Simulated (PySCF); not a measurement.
# CH7NO3Si: the cost of one run

Programs: PySCF 2.14.0, with density-fitted response routines of our own. Each step states its level of theory. These are calculated values for one molecule in the gas phase, unless marked as measured. Atoms count from 0, in the outputs and in this text.

## 1. Starting geometry

13 atoms, charge 0, multiplicity 1; geometry from: GFN2-xTB. The atoms were then displaced at random by about 0.01 Å, so the start is not that level's minimum.

Bonds of the start (Å): C0–O1 1.38, O1–Si2 1.62, Si2–N3 1.78, Si2–O4 1.63, Si2–O5 1.62, C0–H6 1.11, C0–H7 1.09, C0–H8 1.06, N3–H9 1.02, N3–H10 0.97, O4–H11 0.94, O5–H12 0.95.

## 2. Optimising the geometry at PBE0-D3(BJ)/def2-SVP

Job settings and geometry (Å):

```
{"job": {"xc": "PBE0", "basis": "def2-SVP", "d3": "d3bj", "grid": 1, "shake": 0.01, "kind": "geom"}, "charge": 0, "multiplicity": 1}
C     -1.520090    -1.270010    -0.588280
O     -0.217590    -0.961290    -0.248460
Si     0.354580     0.447890     0.316780
N      2.032340     0.191460     0.842860
O      0.343980     1.655980    -0.781200
O     -0.564110     0.942860     1.555540
H     -1.842390    -0.651970    -1.454500
H     -2.193650    -1.022200     0.236630
H     -1.596830    -2.299850    -0.820770
H      2.111330    -0.393400     1.671150
H      2.657640    -0.103610     0.159540
H      0.911740     1.611830    -1.532700
H     -0.471130     1.835430     1.875890
```

Launch:

```console
OMP_NUM_THREADS=1 python probes_run.py task.json out
```

This one command runs all jobs of the session in turn.

**Question.** How long does this first job take on 1 thread of AMD EPYC 7R43, shared host, and how much memory does it need?

About 38 s, with a peak of 0.49 GiB.
